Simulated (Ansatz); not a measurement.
**ClH₄InO₂Si: small, medium and large basis sets**

An exercise on one series of results from a longer session: the logs are not shown, and one member is left open.

The runs use Ansatz 0.2.0, Gaussian basis; one geometry, several basis sets.

Plan: PBE0-D4/def2-SVP; ωB97M-V/def2-SVP; PBE0-D4/def2-QZVPP; ωB97M-V/def2-QZVPP; the functionals' def2-TZVPP values are taken from earlier runs.

## The geometry

The geometry comes from an earlier relaxation with PBE0-D4 in a triple-zeta def2 set; it is a stationary point, not always the lowest conformer. In takes the def2 core potential; no spin-orbit term is included.

SMILES `[OH][In]([Cl])[O][SiH3]`, 9 atoms, charge 0, spin multiplicity 1.

Atoms are counted from 1 here; the program's logs count them from 0.

Bond lengths: O1–In2 1.964 Å, O1–H6 0.962 Å, In2–Cl3 2.285 Å, In2–O4 1.968 Å, O4–Si5 1.632 Å, Si5–H7 1.497 Å, Si5–H8 1.487 Å, Si5–H9 1.487 Å. Angles: In2–O1–H6 111.2°, O1–In2–Cl3 122.8°, O1–In2–O4 118.9°, Cl3–In2–O4 118.3°, In2–O4–Si5 133.7°, O4–Si5–H7 110.7°, O4–Si5–H8 110.4°, O4–Si5–H9 110.5°, H7–Si5–H8 108.0°, H7–Si5–H9 108.0°, H8–Si5–H9 109.2°.

Set-up of the first run:

Input file in.yaml:

```yaml
crystal:
  periodic: [false, false, false]
  atoms:
    - {symbol: O, position_ang: [1.929901, 1.645376, 0.019724]}
    - {symbol: In, position_ang: [1.661260, -0.287776, 0.236716]}
    - {symbol: Cl, position_ang: [3.382305, -1.739672, 0.628160]}
    - {symbol: O, position_ang: [-0.163136, -1.013763, 0.110527]}
    - {symbol: Si, position_ang: [-1.627260, -0.342513, -0.150883]}
    - {symbol: H, position_ang: [1.095470, 2.097538, -0.138410]}
    - {symbol: H, position_ang: [-1.506179, 1.138143, -0.335642]}
    - {symbol: H, position_ang: [-2.246451, -0.909201, -1.378095]}
    - {symbol: H, position_ang: [-2.525910, -0.588131, 1.007903]}
basis:
  gaussian: {orbitals: def2-SVP}
hamiltonian: {xc: pbe0, dispersion: d4}
output: {orbitals: {seedname: orbitals}}
```

On the command line:

```bash
$ ansatz run in.yaml --threads 4 --pin off --events-out ev --progress --plain --max-ram 10444MiB
```

Steps of the session up to this table: PBE0-D4 in def2-SVP; ωB97M-V in def2-SVP; PBE0-D4 in def2-QZVPP; ωB97M-V in def2-QZVPP.

One table of the session follows, with a row left open; its other results are not shown here.

It belongs to the step «Density functionals: the series». 

| functional | basis | HOMO (eV) | LUMO (eV) |
| --- | --- | --- | --- |
| PBE0-D4 | def2-SVP | -8.58 | -2.30 |
| PBE0-D4 | def2-TZVPP | -8.72 | -2.46 |
| PBE0-D4 | def2-QZVPP | -8.75 | -2.51 |
| ωB97M-V | def2-SVP | -10.85 | -0.27 |
| ωB97M-V | def2-TZVPP | -11.04 | -0.53 |
| ωB97M-V | def2-QZVPP | ? | ? |

**Question.** Estimate the row for ωB97M-V, def2-QZVPP.

As computed: HOMO (eV): -11.07; LUMO (eV): -0.69. In the column «HOMO (eV)» it is the lowest.
